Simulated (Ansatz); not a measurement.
# Li+ with AlF₃: structure and interaction energy

One table from this session's results is given with a row withheld; the runs are named, their logs left out.

The runs use Ansatz 0.2.0, Gaussian basis; PBE0-D4 structure, single points in def2-TZVPPD.

Levels: PBE-D4, revPBE-D4, BLYP-D4, r2SCAN-D4, B97M-V, PBE0-D4, B3LYP-D4, HSE06-D4, wB97X-V, wB97M-V, B2PLYP, Hartree-Fock, MP2, CCSD, CCSD(T). The reference is CCSD(T) extrapolated to the basis limit.

Correlated methods freeze the cores. The outer core shell of Li, Na, Mg and K is correlated. B3LYP uses VWN-RPA correlation. B2PLYP carries no dispersion term here.

164 further runs of the same task are left out: 1 that didn't finish, 163 set aside as unsound or not needed.

## Starting geometry

The pair, from a GFN2-xTB docking trial: 5 atoms, charge 1, spin multiplicity 1.

Atoms are counted from 1 here; the program's logs count them from 0.

Bond lengths: Li1–F4 1.714 Å, F2–Al3 1.617 Å, Al3–F4 1.705 Å, Al3–F5 1.616 Å. Angles: F2–Al3–F4 111.9°, F2–Al3–F5 135.8°, F4–Al3–F5 112.3°, Li1–F4–Al3 178.0°.

Coordinates:

```xyz
5
AlF3Li
Li    0.29850   -0.36740   -2.59370
F     1.03620    1.11390    1.35190
Al   -0.08870    0.10950    0.76840
F     0.07560   -0.12240   -0.91240
F    -1.32170   -0.73360    1.38580
```

Atoms 1 to 1 are fragment A (Li+), the rest fragment B (AlF₃).

The first run:

Input file pre/in.yaml:

```yaml
crystal:
  periodic: [false, false, false]
  atoms:
    - {symbol: Li, position_ang: [0.298500, -0.367400, -2.593700]}
    - {symbol: F, position_ang: [1.036200, 1.113900, 1.351900]}
    - {symbol: Al, position_ang: [-0.088700, 0.109500, 0.768400]}
    - {symbol: F, position_ang: [0.075600, -0.122400, -0.912400]}
    - {symbol: F, position_ang: [-1.321700, -0.733600, 1.385800]}
basis:
  gaussian: {orbitals: def2-SVP}
total_charge: 1
hamiltonian: {xc: pbe, dispersion: d4}
relax: {f_tol: 0.03, max_steps: 250}
```

The run is started by

```bash
$ ansatz run in.yaml --threads 2 --pin off --events-out ev --progress --plain --max-ram 5222MiB
```

Steps of the session up to this table: A first relaxation in a small basis; Relaxation at PBE0-D4; wB97X-V/def2-TZVPPD; wB97M-V/def2-TZVPPD; B2PLYP/def2-TZVPPD; B97M-V/def2-TZVPPD; CCSD(T)/def2-TZVPPD; MP2/def2-QZVPPD; Hartree-Fock/STO-3G; SPW92/def2-SVP; wB97M-V/def2-SVP; CCSD(T)/def2-SVP; Vibrations of the pair.

One table of the session follows, with a row left open; its other results are not shown here.

| method | interaction (kcal/mol) |
| --- | --- |
| PBE-D4 | -28.34 |
| revPBE-D4 | -27.72 |
| BLYP-D4 | -28.97 |
| r2SCAN-D4 | -27.42 |
| B97M-V | -28.29 |
| PBE0-D4 | -29.07 |
| B3LYP-D4 | -29.70 |
| HSE06-D4 | -29.08 |
| wB97X-V | -28.34 |
| wB97M-V | -28.50 |
| B2PLYP | -28.99 |
| Hartree-Fock | -29.74 |
| MP2 | -27.72 |
| CCSD | -28.32 |
| CCSD(T) | -27.97 |
| CCSD(T)/CBS | ? |

Q: Estimate the row for CCSD(T)/CBS from the others.

**Answer.** interaction (kcal/mol): -28.92. In the column «interaction (kcal/mol)» it lies between BLYP-D4 (-28.97) and wB97M-V (-28.50).

Among the levels timed on like hardware and quicker than the yardstick, those that no quicker one beats, quickest first: PBE-D4 (5.7 s, +0.58 kcal/mol); BLYP-D4 (6.7 s, -0.04 kcal/mol).

BLYP-D4 reaches 0.04 kcal/mol from the reference in 6.7 s, where CCSD(T)/CBS took 2.9 min; the quickest level in the cost chart, PBE-D4, takes 5.7 s and misses by 0.58 kcal/mol.

Limits of these values: A lower arrangement may exist.
